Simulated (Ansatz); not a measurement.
# H3O4Si: the cost of one run

Program: Ansatz 0.2.0, Gaussian basis. Level of theory: the settings change from run to run. These are calculated values, not measurements.

### Step 1. The geometry

The geometry comes from an earlier relaxation with PBE0-D4 in a triple-zeta def2 set; it is a stationary point, not always the lowest conformer.

8 atoms, charge 0, spin multiplicity 2.

Atoms are counted from 1 here; the program's logs count them from 0.

Bond lengths: O1–Si2 1.656 Å, Si2–O3 1.631 Å, Si2–O4 1.622 Å, Si2–O5 1.624 Å, O3–H6 0.959 Å, O4–H7 0.959 Å, O5–H8 0.958 Å. Angles: O1–Si2–O3 102.2°, O1–Si2–O4 107.0°, O1–Si2–O5 116.5°, O3–Si2–O4 116.6°, O3–Si2–O5 108.2°, O4–Si2–O5 106.6°, Si2–O3–H6 117.6°, Si2–O4–H7 116.9°, Si2–O5–H8 118.2°.

As a file:

```xyz
8
charge 0, multiplicity 2
O    -1.41761    0.24779    1.19303
Si   -0.19577    0.05869    0.09102
O     1.11712   -0.06733    1.04978
O    -0.24988    1.33909   -0.90269
O    -0.26632   -1.26351   -0.84968
H     1.27143    0.63297    1.68671
H    -0.09395    1.17310   -1.83384
H    -0.16504   -2.12080   -0.43432
```

### Step 2. PBE0-DH/def2-mTZVPP

Set apart from the defaults: density fitting with cc-pVTZ-jkfit, high accuracy, the search for lower states set to light.

in.yaml reads:

```yaml
crystal:
  periodic: [false, false, false]
  atoms:
    - {symbol: O, position_ang: [-1.417605, 0.247787, 1.193032]}
    - {symbol: Si, position_ang: [-0.195771, 0.058690, 0.091018]}
    - {symbol: O, position_ang: [1.117121, -0.067327, 1.049779]}
    - {symbol: O, position_ang: [-0.249880, 1.339090, -0.902694]}
    - {symbol: O, position_ang: [-0.266319, -1.263511, -0.849683]}
    - {symbol: H, position_ang: [1.271433, 0.632970, 1.686711]}
    - {symbol: H, position_ang: [-0.093953, 1.173100, -1.833844]}
    - {symbol: H, position_ang: [-0.165036, -2.120800, -0.434320]}
basis:
  gaussian: {orbitals: def2-mTZVPP, fitting: {mean_field: cc-pVTZ-jkfit}}
magnetization: {spin_polarized: true, initial_magnetization: 1}
hamiltonian: {xc: {name: PBE0-DH}}
accuracy: high
scf: {lower_state_search: light}
output: {forces: true}
```

Started as:

```bash
> ansatz run in.yaml --threads 4 --pin off --events-out ev --progress --plain --max-ram 10444MiB
```

What time and memory should one allow on 4 threads of Intel Xeon 6975P-C, shared host?

About 9 s, with a peak of 0.44 GiB.
